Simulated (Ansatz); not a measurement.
# FeNi3: further runs on the relaxed cell

The task here is to estimate one member of a computed series from the others.

Method: DFT PBEsol, scalar-relativistic, plane waves, PAW, in Ansatz 0.2.0.

### The starting structure

Symmetry: Pm-3m, No. 221, cubic system. The conventional cell has a = 3.489 Å, b = 3.489 Å, c = 3.489 Å, α = 90.00°, β = 90.00°, γ = 90.00°. Around Fe (site symmetry m-3m) lie 12 Ni at 2.47 Å. Ni (site symmetry 4/mmm) is surrounded by 4 Fe at 2.47 Å and 8 Ni at 2.47 Å.

Structure file:

```cif
data_structure
_symmetry_space_group_name_H-M 'Pm-3m'
_symmetry_Int_Tables_number 221
_cell_length_a 3.4888
_cell_length_b 3.4888
_cell_length_c 3.4888
_cell_angle_alpha 90.000
_cell_angle_beta 90.000
_cell_angle_gamma 90.000
_cell_volume 42.47
loop_
_atom_site_label
_atom_site_type_symbol
_atom_site_symmetry_multiplicity
_atom_site_Wyckoff_symbol
_atom_site_fract_x
_atom_site_fract_y
_atom_site_fract_z
_atom_site_occupancy
Fe1 Fe 1 a 0.00000 0.00000 0.00000 1
Ni1 Ni 3 c 0.00000 0.50000 0.50000 1
```

This cell was relaxed beforehand with the same method: volume 10.62 Å³/atom, gap on the mesh none (metal), site moments up to 2.8 μB.

Set-up of the first run:

The input, input.yaml:

```yaml
crystal:
  lattice:
    - [3.545, 0.0, 0.0]
    - [0.0, 3.545, 0.0]
    - [0.0, 0.0, 3.545]
  atoms:
    - { symbol: Fe, position: [0.0, 0.0, 0.0], spin: 3.13 }
    - { symbol: Ni, position: [0.0, 0.5, 0.5], spin: 0.75 }
    - { symbol: Ni, position: [0.5, 0.0, 0.5], spin: 0.75 }
    - { symbol: Ni, position: [0.5, 0.5, 0.0], spin: 0.75 }
basis:
  ecutwfc: 420
kpoints:
  mp_grid: { grid: [12, 12, 12] }
hamiltonian:
  xc: pbesol
scf:
  occupations: { method: gaussian, width: 0.1 }
output:
  forces: true
  stress: true
  eigenvalues: true
  populations: true
magnetization:
  spin_polarized: true
```

The run is started by

```console
$ ansatz run input.yaml --threads 1 --pin off --max-ram 2560MiB --backend cpu --events-out ev --progress --plain --runs-dir out
```

Steps of the session up to this table: Back to the database's cell; Volume × 0.97; Point at V/V0 = 1.03; The cell scaled to 0.94 of its volume; Point at V/V0 = 1.06; The cell scaled to 0.91 of its volume; Volume × 1.10; Volume × 0.88.

One table of the session follows, with a row left open; its other results are not shown here.

It belongs to the step «Equation of state». 

```
volume (Å³/atom)  energy above the lowest point (meV/atom)  pressure (GPa)  largest moment (μB)
           9.342                                     138.3           39.20                 2.66
           9.661                                         ?               ?                    ?
           9.979                                      30.5           16.28                 2.76
          10.298                                       7.2            7.45                 2.80
          10.616                                       0.0            0.00                 2.84
          10.935                                       6.5           -6.25                 2.88
          11.253                                      24.4          -11.50                 2.92
          11.678                                      62.8          -17.15                 2.96
```

Q: Estimate the row for volume (Å³/atom) = 9.661 from the others.

Worked estimate for «energy above the lowest point (meV/atom)». A straight line through the neighbours (9.342, 138.3) and (9.979, 30.5) gives 138.3 + (30.5 − 138.3) × (9.661 − 9.342) / (9.979 − 9.342) = 84.3; a parabola fitted to 3 rows on both sides gives 74.1.

**Answer.** energy above the lowest point (meV/atom): 73.0; pressure (GPa): 26.77; largest moment (μB): 2.72. In «energy above the lowest point (meV/atom)» the line misses by +11.3 and the parabola by +1.1.
